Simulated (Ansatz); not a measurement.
Crystal: CsLiCr2Te2S3.

```xyz
9
Lattice="3.4216 -5.1807 0.0078 3.4216 5.1807 0.0078 -2.9041 0.0000 7.4309" Properties=species:S:1:pos:R:3 pbc="T T T"
Cs    0.6167    0.0000    0.0649
Li    2.4219    0.0000    4.1212
Cr    0.1728    2.1297    4.1498
Cr    0.1728   -2.1297    4.1498
Te    4.0786    1.5993    2.1688
Te    4.0786   -1.5993    2.1688
S     2.0049   -2.1476    5.4598
S     2.0049    2.1476    5.4598
S     0.0600    0.0000    3.5978
```

The cell was built by a generator and needn't be a form met in nature.

```yaml
Program: Ansatz 0.2.0
Task: relaxation of cell and atoms
Functional: BLYP
Potentials_or_basis: Ansatz PAW
Cutoff: "420 eV (not typed: the program's choice for these potentials)"
k_mesh: 4 × 4 × 3
Occupations: fermi-dirac, width 0.05 eV
Spin: collinear spin, ferromagnetic start
Starting_moments: "[0.0, 0.0, 3.0, 3.0, 0.0, 0.0, 0.0, 0.0, 0.0] μB"
```

At the start: volume 29.30 Å³/atom.

Task: Where does the relaxation end?

Result: It ends after 11 steps and the volume is 33.26 Å³/atom (+13.5 %); space group Cm (No. 8, to 0.05 Å); moment 4.01 μB per cell.

Step by step:
| step | energy change (eV) | largest force (eV/Å) | volume (Å³) |
| --- | --- | --- | --- |
| 1 | 0.0000 | 0.2461 | 263.68 |
| 2 | -0.1136 | 0.2640 | 281.62 |
| 3 | -0.1611 | 0.1310 | 287.54 |
| 4 | -0.1678 | 0.2409 | 296.43 |
| 5 | -0.1823 | 0.0842 | 296.09 |
| 6 | -0.1856 | 0.0130 | 296.24 |
| 7 | -0.1861 | 0.0119 | 296.94 |
| 8 | -0.1863 | 0.0042 | 297.12 |
| 9 | -0.1960 | 0.0045 | 297.12 |
| 10 | -0.1966 | 0.0052 | 299.30 |
| 11 | -0.1968 | 0.0052 | 299.30 |

Final structure:
```
Cs Li Cr Te S
1.0
     3.67555   -5.20632    0.03431
     3.67555    5.20632    0.03431
    -3.06297    0.00000    7.79172
Cs Li Cr Te S
1 1 2 2 3
Direct
  0.07838 0.07838 0.01610
  0.58041 0.58041 0.55700
  0.07407 0.48715 0.56115
  0.48715 0.07407 0.56115
  0.54797 0.85769 0.29681
  0.85769 0.54797 0.29681
  0.82073 0.39526 0.71696
  0.39526 0.82073 0.71696
  0.22579 0.22579 0.48608
```

Caveat: the plane-wave basis is chosen anew once the cell has moved, so the energies of steps on either side of that aren't comparable; only a ferromagnetic start was run, and an antiferromagnetic order may lie lower in energy; the PAW data sets come from PBE, with cores solved anew for the run's functional, which leaves a small shift of forces and pressure.
